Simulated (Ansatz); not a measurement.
BrGeH₄N, SMILES [NH2][GeH2][Br], the energy of protonation at one site

Computed with Ansatz 0.2.0, Python API.

Script `brgeh4n_pa.py`:
```python
'''Proton affinity of BrGeH4N at one site.'''

import ansatz as az
import numpy as np


def main() -> None:
    mol = (
        az.Crystal.molecule()
        .atom('N', (-1.1151, 0.0761, -0.4371))
        .atom('Ge', (0.4876, -0.0084, 0.3989))
        .atom('Br', (0.893, -2.2303, 0.9085))
        .atom('H', (-1.2156, 1.1344, -0.7157))
        .atom('H', (-1.0832, -0.4239, -1.3585))
        .atom('H', (0.4698, 0.8527, 1.6993))
        .atom('H', (1.6247, 0.5314, -0.541))
    )

    model = (
        mol.calculation()
        .basis(gaussian='def2-SVP')
        .functional('PBE0')
    )
    symbols = [site.symbol for site in mol.cartesian_sites]
    start = np.array([site.position_ang for site in mol.cartesian_sites], dtype=float)
    r = model.relax(force_tolerance=0.01).run().report
    end = np.array(r['positions_ang'])

    # start the new hydrogen opposite the existing bonds
    away = sum((end[0] - end[j]) / np.linalg.norm(end[0] - end[j]) for j in [1, 3, 4]) + np.array([0.15, 0.1, -0.2])
    proton = end[0] + 1.0 * away / np.linalg.norm(away)
    acid = az.Crystal.molecule()
    for symbol, place in zip(symbols, end):
        acid = acid.atom(symbol, place.tolist())
    acid = acid.atom('H', proton.tolist())
    protonated = (
        acid.calculation()
        .basis(gaussian='def2-SVP')
        .functional('PBE0')
        .charge(1)
        .relax(force_tolerance=0.01, max_steps=80)
    )
    after = protonated.run().report
    xyz = np.array(after['positions_ang'])
    reach = np.linalg.norm(xyz[:-1] - xyz[-1], axis=1)
    print(f'base {r["free_energy_ev"]:.5f} eV, protonated {after["free_energy_ev"]:.5f} eV')
    print(f'the proton ends {reach.min():.3f} A from {symbols[reach.argmin()]}{reach.argmin()}')
    print(f'electronic proton affinity {(r["free_energy_ev"] - after["free_energy_ev"]):.3f} eV')


if __name__ == '__main__':
    main()
```

`python brgeh4n_pa.py` gives:
```text
base -128087.48640 eV, protonated -128097.02499 eV
the proton ends 1.028 A from N0
electronic proton affinity 9.539 eV
```

Notes:
- Total energies depend on the basis set; only differences at equal settings carry meaning.
- The proton is put on one chosen atom, which needn't be the most basic site, so the molecule's proton affinity can be higher; the ends are stationary points, not checked by frequencies, and zero-point and thermal terms count only where printed.
- Finished in 100 s on 1 thread of AMD EPYC 7B13 (Zen 3), with other jobs on the host, peak memory 0.33 GiB.
